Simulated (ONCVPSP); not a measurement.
**An ONCV potential for thulium, from input to tests**

Aim: build the potential from the settings below, then test how well it stands in for the atom: other configurations, scattering, ghost states and the plane-wave cutoff that it needs.

Method: ONCVPSP 4.0.1, PBE, scalar-relativistic.

### 1 Starting point

The settings as typed:

```
element                 : thulium (Tm, Z = 69)
type                    : optimised norm-conserving Vanderbilt (ONCV)
frozen core             : [Kr] 4d10
valence charge          : 23
reference configuration : 4f12 5s2 5p6 5d1 6s2
partial waves           : 5s+6s: rc 2.10 bohr, ncon 3, nbas 7, qcut 4.7 1/bohr, 3 projectors, debl 3.6 Ha; 5p: rc 2.35 bohr, ncon 4, nbas 8, qcut 6.8 1/bohr, 2 projectors, debl 3.7 Ha; 5d: rc 3.35 bohr, ncon 4, nbas 9, qcut 3.7 1/bohr, 3 projectors, debl 1.7 Ha; 4f: rc 0.80 bohr, ncon 5, nbas 8, qcut 22.3 1/bohr, 2 projectors, debl 3.7 Ha
local potential         : polynomial inside 0.65 bohr (lpopt 5, dvloc0 4 Ha)
core correction         : not asked for
```

The outer shells as boxes (Hund's rule for the drawing; the calculation is spin-unpolarised):

```
[Kr] core
4d [↑↓][↑↓][↑↓][↑↓][↑↓]
4f [↑↓][↑↓][↑↓][↑↓][↑↓][↑ ][↑ ]
5s [↑↓]
5p [↑↓][↑↓][↑↓]
5d [↑ ][  ][  ][  ][  ]
6s [↑↓]
```

The nodes and maxima of the atom's own shells, from an earlier all-electron run, set the scale for the radii.

All-electron outer shells of the reference configuration (PBE, scalar-relativistic, ld1.x):

```tsv
shell	level (eV)	outermost node (bohr)	outermost maximum (bohr)
4d	-178.99	0.24	0.50
5s	-57.66	0.59	1.08
5p	-30.39	0.63	1.24
4f	-9.57	–	0.49
6s	-4.49	1.46	3.17
5d	-1.97	0.71	1.87
6p	-1.34	1.78	4.39
```

### 2 The generation run

File Tm.dat:

```
# ATOM AND REFERENCE CONFIGURATION
# atsym  z   nc   nv     iexc    psfile
  Tm 69.00    9    5        4      upf
#
#   n    l    f
    1    0    2.00
    2    0    2.00
    2    1    6.00
    3    0    2.00
    3    1    6.00
    3    2   10.00
    4    0    2.00
    4    1    6.00
    4    2   10.00
    4    3   12.00
    5    0    2.00
    5    1    6.00
    5    2    1.00
    6    0    2.00
#
# PSEUDOPOTENTIAL AND OPTIMIZATION
# lmax
    3
#
#   l,   rc,      ep,       ncon, nbas, qcut
    0    2.10    0.00    3    7    4.70
    1    2.35    0.00    4    8    6.80
    2    3.35    0.00    4    9    3.70
    3    0.80    0.00    5    8   22.30
#
# LOCAL POTENTIAL
# lloc, lpopt,  rc(5),   dvloc0
    4    5    0.65    4.00
#
# VANDERBILT-KLEINMAN-BYLANDER PROJECTORs
# l, nproj, debl
    0    3    3.60
    1    2    3.70
    2    3    1.70
    3    2    3.70
#
# MODEL CORE CHARGE
# icmod, fcfact, rcfact
    0    0.00    0.00
#
# LOG DERIVATIVE ANALYSIS
# epsh1, epsh2, depsh
   -4.00    5.00    0.02
#
# OUTPUT GRID
# rlmax, drl
    6.00    0.01
#
# TEST CONFIGURATIONS
# ncnf
    4
# nvcnf
#   n    l    f
    5
    4    3   13.00
    5    0    2.00
    5    1    6.00
    5    2    0.00
    6    0    2.00
#
    5
    4    3   13.00
    5    0    2.00
    5    1    6.00
    5    2    0.00
    6    0    1.00
#
    5
    4    3   13.00
    5    0    2.00
    5    1    6.00
    5    2    0.00
    6    0    0.00
#
    5
    4    3   11.00
    5    0    2.00
    5    1    6.00
    5    2    0.00
    6    0    0.00
#
```

Run with:

```sh
$ oncvpsp.x < Tm.dat > Tm.out
```

**Question.** What will these runs give? Wanted: cutoffs for 1 and 0.1 mHa per electron, occupied waves; bound ghosts; GHOST(+) flags; largest test error; largest phase difference near zero energy, channels read.

As calculated:

| quantity | value |
| --- | --- |
| cutoffs for 1 and 0.1 mHa per electron, occupied waves | 217 Ha and 238 Ha |
| bound ghosts | s at -386.46 eV, p at -160.00 eV, d at -10.54 eV |
| GHOST(+) flags | s at 248 eV |
| largest test error (AE − PS) | -191 meV, for 4f13 5s2 5p6 5d0 6s1 (1 test unsolved) |
| largest phase difference near zero energy, channels read | 0.179 rad |

In words: A bound ghost (s, p, d) makes it unfit for use: electrons can fall into a state that the atom doesn't have. By total energies transferability is poor: the largest error is 191 meV on 1.5 eV, for 4f13 5s2 5p6 5d0 6s1. Of the tests 1 gave no usable energy difference, which is a warning in itself. By its cutoff, 217 Ha for the looser tolerance, it is very hard. At the looser tolerance the 4f wave is the slowest; 5p needs 9 Ha. Of the channels read, d scatters worst near zero energy, by up to 0.18 rad. The pseudo curves have a pole with no partner nearby in the atom's: d at -0.38 Ha. The program also flags highly localised states, GHOST(+) (s). All of this concerns the isolated atom, not yet a solid.
